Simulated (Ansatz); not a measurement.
# C2H5BSn: the cost of one run

All numbers are computed with the Python package of Ansatz 0.2.0. Level of theory: CAM-B3LYP/def2-SVPD.

**1. The system**

Bond lengths: B1–Sn2 2.153 Å, Sn2–C3 2.071 Å, C3–C4 1.252 Å, B1–H5 1.236 Å, B1–H6 1.215 Å, Sn2–H7 1.772 Å, Sn2–H8 1.713 Å, C4–H9 1.082 Å. Angles: B1–Sn2–C3 108.5°, B1–Sn2–H7 109.4°, B1–Sn2–H8 110.7°, C3–Sn2–H7 109.4°, C3–Sn2–H8 109.5°, H7–Sn2–H8 109.2°, Sn2–B1–H5 121.4°, Sn2–B1–H6 123.6°, H5–B1–H6 114.9°, Sn2–C3–C4 174.8°, C3–C4–H9 171.2°.

Input file c2h5bsn.xyz:

```xyz
9

B    -1.07570    1.32030   -0.96050
Sn    0.07290   -0.49200   -0.78680
C     0.70810   -0.68330    1.17500
C     1.19720   -0.78610    2.32270
H    -1.59250    1.65470   -2.03190
H    -1.29300    2.07140   -0.03040
H     1.48270   -0.40000   -1.85660
H    -0.87370   -1.85320   -1.21600
H     1.46260   -0.87810    3.36740
```

**2. Script**

field_c2h5bsn.py

```python
import ansatz
import numpy as np


def main() -> None:
    molecule = ansatz.Crystal.molecule_from_extxyz("c2h5bsn.xyz")

    job = (
        molecule.calculation()
        .basis(gaussian="def2-SVPD")
        .functional("cam_b3lyp")
        .forces()
    )
    centre = np.mean([site.position_ang for site in molecule.cartesian_sites], axis=0)
    field = 2 * 14.399645 * 2.0 / 40.0 ** 2


    def dipole(axis, sign):
        arm = 40.0 * np.eye(3)[axis]
        pair = [{"charge": sign * 2.0, "position_ang": (centre - arm).tolist()}, {"charge": -sign * 2.0, "position_ang": (centre + arm).tolist()}]
        deck = job.input().set(ansatz.key.basis.gaussian.point_charges, pair)
        return np.array(ansatz.Session.from_dict(deck).plan().execute().report["charge_distribution"]["dipole_moment_e_ang"])


    print(f"field {field:.4f} V/A")
    alpha = np.array([(dipole(axis, 1) - dipole(axis, -1)) / (2 * field) * 14.399645 for axis in range(3)])
    print("polarisability tensor (A^3)")
    print(np.array2string(alpha, precision=3, suppress_small=True))
    print(f"mean {np.trace(alpha) / 3:.3f} A^3 = {np.trace(alpha) / 3 / 0.14818471:.2f} bohr^3")


if __name__ == "__main__":
    main()
```

**3. The calls as engine input**

The package turns the script's settings into the engine's input (first run):

```yaml
crystal:
  periodic: [false, false, false]
  atoms:
    - { symbol: B, position_ang: [-1.0757, 1.3203, -0.9605] }
    - { symbol: Sn, position_ang: [0.0729, -0.492, -0.7868] }
    - { symbol: C, position_ang: [0.7081, -0.6833, 1.175] }
    - { symbol: C, position_ang: [1.1972, -0.7861, 2.3227] }
    - { symbol: H, position_ang: [-1.5925, 1.6547, -2.0319] }
    - { symbol: H, position_ang: [-1.293, 2.0714, -0.0304] }
    - { symbol: H, position_ang: [1.4827, -0.4, -1.8566] }
    - { symbol: H, position_ang: [-0.8737, -1.8532, -1.216] }
    - { symbol: H, position_ang: [1.4626, -0.8781, 3.3674] }
basis:
  gaussian:
    orbitals: def2-SVPD
    point_charges:
      - { charge: 2.0, position_ang: [-39.99015555555555, -0.005144444444444433, -0.0019000000000000128] }
      - { charge: -2.0, position_ang: [40.00984444444445, -0.005144444444444433, -0.0019000000000000128] }
hamiltonian:
  xc: cam_b3lyp
output:
  forces: true
```

**4. Running it**

Started as:

```console
> python field_c2h5bsn.py
```

**Question.** How long does this script take on 1 thread of Arm Neoverse V2, shared host, and how much memory does it need?

About 44 s, with a peak of 0.44 GiB.
